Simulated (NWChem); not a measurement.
# singlet C2H4NOSi+: levels of theory compared

Wanted: a comparison of 6 runs (HF/def2-SVP, B3LYP/6-31G*, B3LYP/def2-SVP, PBE0/def2-SVP, MP2/def2-SVP) of singlet C2H4NOSi+. 

The calculation is run with NWChem 7.3.0.

60 further runs of the same task are left out: 60 set aside as unsound or not needed. Runs told in other sessions of the task aren't counted.

## Step 1: The molecule

The species is C2H4NOSi+ (9 atoms), meant as a singlet with charge +1. SMILES of the parent species: `C[SiH]N=C=O`. Geometry: relaxed at PBE0-D4/def2-TZVP. This is one conformer, not always the lowest. That shape belongs to the parent species and isn't relaxed for this state.

Bond lengths: C1–Si2 1.865 Å, Si2–N3 1.715 Å, N3–C4 1.195 Å, C4–O5 1.166 Å, C1–H6 1.094 Å, C1–H7 1.091 Å, C1–H8 1.092 Å, Si2–H9 1.490 Å. Some angles: C1–Si2–N3 109.4°, Si2–N3–C4 161.1°, N3–C4–O5 178.3°, C1–Si2–H9 111.9°, N3–Si2–H9 107.3°, Si2–C1–H6 110.2°, Si2–C1–H7 111.1°, Si2–C1–H8 110.1°, H6–C1–H7 108.5°, H6–C1–H8 108.5°.

## Step 2: The energy at HF/def2-SVP (run 1)

File run.py:

```python
from ase import Atoms
from ase.calculators.nwchem import NWChem

system = Atoms(['C', 'Si', 'N', 'C', 'O', 'H', 'H', 'H', 'H'], positions=[
    [-0.230800, 0.936500, 1.233300],
    [-0.019100, 0.717300, -0.606900],
    [0.147000, -0.951200, -0.966600],
    [-0.027700, -2.022300, -1.465700],
    [-0.174100, -3.081100, -1.930900],
    [0.625000, 0.510600, 1.765400],
    [-1.138100, 0.442600, 1.585600],
    [-0.298200, 1.998600, 1.479400],
    [1.204500, 1.402700, -1.110500],
])

calc = NWChem(
    label='mymol',
    theory='scf',
    memory='2200 mb',
    basis='def2-SVP',
    basispar='spherical bse',
    charge=1,
    scf={'nopen': '0', 'rhf': None, 'thresh': '1e-08', 'maxiter': '80', 'print': 'low'},
    task='energy',
)
system.calc = calc

print(f"energy = {system.get_potential_energy():.6f} eV")
```

Started as:

```
$ export ASE_NWCHEM_COMMAND="nwchem PREFIX.nwi > PREFIX.nwo"
$ python run.py
```

Log:

```text
energy = -13491.078205 eV
```

The calculator wrote mymol.nwi:

```
title "mymol"

permanent_dir mymol

scratch_dir mymol

start mymol

geometry units angstrom nocenter noautosym noautoz
  C  -2.3080000000000001e-01 9.3650000000000000e-01 1.2333000000000001e+00
  Si -1.9099999999999999e-02 7.1730000000000005e-01 -6.0690000000000000e-01
  N  1.4699999999999999e-01 -9.5120000000000005e-01 -9.6660000000000001e-01
  C  -2.7699999999999999e-02 -2.0223000000000000e+00 -1.4657000000000000e+00
  O  -1.7410000000000000e-01 -3.0811000000000002e+00 -1.9309000000000001e+00
  H  6.2500000000000000e-01 5.1060000000000005e-01 1.7654000000000001e+00
  H  -1.1380999999999999e+00 4.4259999999999999e-01 1.5855999999999999e+00
  H  -2.9820000000000002e-01 1.9985999999999999e+00 1.4794000000000000e+00
  H  1.2044999999999999e+00 1.4027000000000001e+00 -1.1105000000000000e+00
end

charge 1

memory 2200 mb

basis spherical bse noprint
   * library def2-SVP
end

scf
  nopen 0
  rhf
  thresh 1e-08
  maxiter 80
  print low
end

task scf energy
```

mymol.nwo:

```text
Northwest Computational Chemistry Package (NWChem) 7.3.0
             --------------------------------------------------------

           Job information
           ---------------

    nwchem branch   = 7.3.0
    use scalapack   = T
    input           = mymol.nwi
    prefix          = mymol.
    data base       = mymol/mymol.db
    status          = startup
    nproc           =        1

           Memory information
           ------------------

[... 5 lines left out ...]
    hardfail = no
[... 40 lines left out ...]
            Nuclear Dipole moment (a.u.)
[... 66 lines left out ...]
 Forming initial guess at       0.0s

 Starting SCF solution at       0.2s

       Final RHF  results
       ------------------

         Total SCF energy =   -495.787983503241
      One-electron energy =  -1050.864677952940
      Two-electron energy =    364.299250087988
 Nuclear repulsion energy =    190.777444361711

        Time for solution =     10.8s

 Task  times  cpu:       11.0s     wall:       11.0s
 Total times  cpu:       11.0s     wall:       11.0s
```

Wall time 12 s (1 thread of Intel Xeon Platinum 8488C (Sapphire Rapids), shared host); peak memory 0.098 GiB.

## Step 3: A single-point energy at B3LYP/6-31G(d) (spherical functions) (run 2)

File c2h4nosi.xyz:

```xyz
9
C2H4NOSi
C     -0.230800     0.936500     1.233300
Si    -0.019100     0.717300    -0.606900
N      0.147000    -0.951200    -0.966600
C     -0.027700    -2.022300    -1.465700
O     -0.174100    -3.081100    -1.930900
H      0.625000     0.510600     1.765400
H     -1.138100     0.442600     1.585600
H     -0.298200     1.998600     1.479400
H      1.204500     1.402700    -1.110500
```

File run.py:

```python
from ase.io import read
from ase.calculators.nwchem import NWChem

mol = read('c2h4nosi.xyz')

calc = NWChem(
    label='c2h4nosi',
    theory='dft',
    memory='2200 mb',
    basis='6-31G*',
    basispar='spherical bse',
    charge=1,
    dft={'xc': 'b3lyp', 'mult': '1', 'grid': 'xfine', 'convergence': 'energy 1e-08', 'iterations': '100', 'mulliken': None, 'print': 'low'},
    task='energy',
)
mol.calc = calc

print("Total energy (eV):", round(mol.get_potential_energy(), 6))
```

Started as:

```
$ export ASE_NWCHEM_COMMAND="nwchem PREFIX.nwi > PREFIX.nwo"
$ python run.py
```

Log:

```text
Total energy (eV): -13545.589797
```

The calculator wrote c2h4nosi.nwi:

```
title "c2h4nosi"

permanent_dir c2h4nosi

scratch_dir c2h4nosi

start c2h4nosi

geometry units angstrom nocenter noautosym noautoz
  C  -2.3080000000000001e-01 9.3650000000000000e-01 1.2333000000000001e+00
  Si -1.9099999999999999e-02 7.1730000000000005e-01 -6.0690000000000000e-01
  N  1.4699999999999999e-01 -9.5120000000000005e-01 -9.6660000000000001e-01
  C  -2.7699999999999999e-02 -2.0223000000000000e+00 -1.4657000000000000e+00
  O  -1.7410000000000000e-01 -3.0811000000000002e+00 -1.9309000000000001e+00
  H  6.2500000000000000e-01 5.1060000000000005e-01 1.7654000000000001e+00
  H  -1.1380999999999999e+00 4.4259999999999999e-01 1.5855999999999999e+00
  H  -2.9820000000000002e-01 1.9985999999999999e+00 1.4794000000000000e+00
  H  1.2044999999999999e+00 1.4027000000000001e+00 -1.1105000000000000e+00
end

charge 1

memory 2200 mb

basis spherical bse noprint
   * library 6-31G*
end

dft
  xc b3lyp
  mult 1
  grid xfine
  convergence energy 1e-08
  iterations 100
  mulliken
  print low
end

task dft energy
```

c2h4nosi.nwo:

```text
Northwest Computational Chemistry Package (NWChem) 7.3.0
             --------------------------------------------------------

           Job information
           ---------------

    nwchem branch   = 7.3.0
    use scalapack   = T
    input           = c2h4nosi.nwi
    prefix          = c2h4nosi.
    data base       = c2h4nosi/c2h4nosi.db
    status          = startup
    nproc           =        1

           Memory information
           ------------------

[... 5 lines left out ...]
    hardfail = no
[... 40 lines left out ...]
            Nuclear Dipole moment (a.u.)
[... 90 lines left out ...]
         Total DFT energy =     -497.791247566672
[... 1 line left out ...]
           Coulomb energy =      411.863214087420
[... 1 line left out ...]
 Nuclear repulsion energy =      190.777444361711
[... 17 lines left out ...]
     -------------------------------------------
      Total Density - Lowdin Population Analysis
     -------------------------------------------

    Atom       Charge   Shell Charges
 -----------   ------   -------------------------------------------------------
    1 C    6     6.55   1.99  0.58  1.94  0.47  1.53  0.04
    2 Si  14    13.15   2.00  1.98  5.87  0.73  1.40  0.35  0.56  0.26
    3 N    7     7.23   1.99  0.67  2.34  0.51  1.66  0.05
[... 5 lines of this table left out ...]
    9 H    1     0.95   0.47  0.48

 Task  times  cpu:       31.2s     wall:       31.2s
 Total times  cpu:       31.2s     wall:       31.2s
```

Wall time 32 s (1 thread of Intel Xeon Platinum 8488C (Sapphire Rapids), shared host); peak memory 0.14 GiB.

Run 3 isn't shown in full; the table further down has it.

## Step 4: The energy at B3LYP/def2-SVP (run 4)

File mol.nw:

```
start mol
memory 2200 mb
charge 1

geometry units angstroms noautosym nocenter noautoz
  C    -0.230800    0.936500    1.233300
  Si   -0.019100    0.717300   -0.606900
  N     0.147000   -0.951200   -0.966600
  C    -0.027700   -2.022300   -1.465700
  O    -0.174100   -3.081100   -1.930900
  H     0.625000    0.510600    1.765400
  H    -1.138100    0.442600    1.585600
  H    -0.298200    1.998600    1.479400
  H     1.204500    1.402700   -1.110500
end

basis spherical bse
  * library def2-SVP
end

dft
  xc b3lyp
  grid fine
  convergence energy 1e-08
  iterations 100
  mulliken
end

task dft
```

Started as:

```
$ nwchem mol.nw > mol.out
```

Log:

```text
[...]
          Wavefunction type:  closed shell.
          No. of atoms     :     9
          No. of electrons :    44
[...]
          Charge           :     1
          Spin multiplicity:     1
[...]
          AO basis - number of functions:    94
[...]
              XC Information
              --------------
                         B3LYP Method XC Potential
                     Hartree-Fock (Exact) Exchange  0.200
                        Slater Exchange Functional  0.800 local
                    Becke 1988 Exchange Functional  0.720 non-local
              Lee-Yang-Parr Correlation Functional  0.810
                  VWN I RPA Correlation Functional  0.190 local
[...]
 d= 0,ls=0.0,diis     1   -497.3999495538 -6.88D+02  2.27D-02  1.56D+00     1.6
[...]
 d= 0,ls=0.0,diis    12   -497.5697111934 -9.52D-10  2.79D-07  1.07D-09    15.5
         Total DFT energy =     -497.569711193351
      One electron energy =    -1051.584707941890
           Coulomb energy =      411.655487928253
    Exchange-Corr. energy =      -48.417935541425
 Nuclear repulsion energy =      190.777444361711
[...]
      Total Density - Mulliken Population Analysis
     ---------------------------------------------
    Atom       Charge   Shell Charges
 -----------   ------   -------------------------------------------------------
    1 C    6     6.25   1.98  0.91  0.24  2.14  0.97  0.02
    2 Si  14    13.22   2.00  1.98  1.17  0.12  5.92  1.14  0.64  0.25
    3 N    7     7.18   1.99  1.00  0.39  2.49  1.29  0.02
    4 C    6     5.81   1.99  0.95  0.10  2.02  0.64  0.12
    5 O    8     7.99   1.99  1.15  0.58  2.80  1.45  0.02
    6 H    1     0.85   0.70  0.12  0.03
    7 H    1     0.88   0.72  0.14  0.03
    8 H    1     0.88   0.72  0.13  0.03
    9 H    1     0.94   0.71  0.22  0.01
[...]
```

Run time: 16 s. Hardware: 1 thread of Intel Xeon Platinum 8488C (Sapphire Rapids), shared host; peak memory 0.12 GiB.

Run 5 isn't shown in full; the table further down has it.

## Step 5: A single-point energy at MP2/def2-SVP (run 6)

File c2h4nosi.nw:

```
start c2h4nosi
title "C2H4NOSi"
memory stack 880 mb heap 220 mb global 1100 mb
charge 1

geometry units bohr noautosym nocenter noautoz
  C   -0.43614879   1.76972852   2.33059923
  Si  -0.03609377   1.35550055  -1.14687479
  N    0.27778974  -1.79750749  -1.82660927
  C   -0.05234541  -3.82159314  -2.76977158
  O   -0.32900132  -5.82243516  -3.64887217
  H    1.18107883   0.96489416   3.33612250
  H   -2.15069730   0.83639278   2.99634974
  H   -0.56351633   3.77680663   2.79566083
  H    2.27617512   2.65071884  -2.09854086
end

basis spherical bse
  * library def2-SVP
end

scf
  thresh 1e-08
  maxiter 80
end

mp2
  freeze core 9
  tight
end

task mp2
```

Started as:

```
$ nwchem c2h4nosi.nw > c2h4nosi.out
```

Log:

```text
[...]
  functions       =    94
[...]
  wavefunction    = RHF
[...]
         Total SCF energy =   -495.787983478749
      One-electron energy =  -1050.864650947753
      Two-electron energy =    364.299236828948
 Nuclear repulsion energy =    190.777430640056
        Time for solution =     10.9s
[...]
          Total MP2 energy          -496.469271946186
[...]
```

Wall time 14 s (1 thread of Intel Xeon Platinum 8488C (Sapphire Rapids), shared host); peak memory 0.25 GiB.

## Step 6: The series

```csv
run,level,iteration cap,module,energy (Eh),wall time
1,HF/def2-SVP,80,scf,-495.787984,12 s
2,B3LYP/6-31G* (spherical functions),100,dft,-497.791248,32 s
3,B3LYP/6-31G* (Cartesian functions),100,dft,-497.796880,34 s
4,B3LYP/def2-SVP,100,dft,-497.569711,16 s
5,PBE0/def2-SVP,100,dft,-497.190475,15 s
6,MP2/def2-SVP,80,mp2,-496.469272,14 s
```

## Step 7: What came out

```
                                          quantity          value
                               run 6: total energy  -496.46927 Eh
        run 6: HOMO energy (Hartree–Fock orbitals)      -17.40 eV
        run 6: LUMO energy (Hartree–Fock orbitals)       -6.87 eV
      run 6: HOMO–LUMO gap (Hartree–Fock orbitals)       10.53 eV
run 6: correlation energy (9 core orbitals frozen)     -681.3 mEh
```

Over runs 3, 4, 5 the HOMO–LUMO gap runs from 3.71 eV (B3LYP/6-31G*) to 4.19 eV (PBE0/def2-SVP). The two ends differ in method and basis. Totals of different functionals can't be ranked against each other. All runs together took 2.1 min, the longest 34 s.
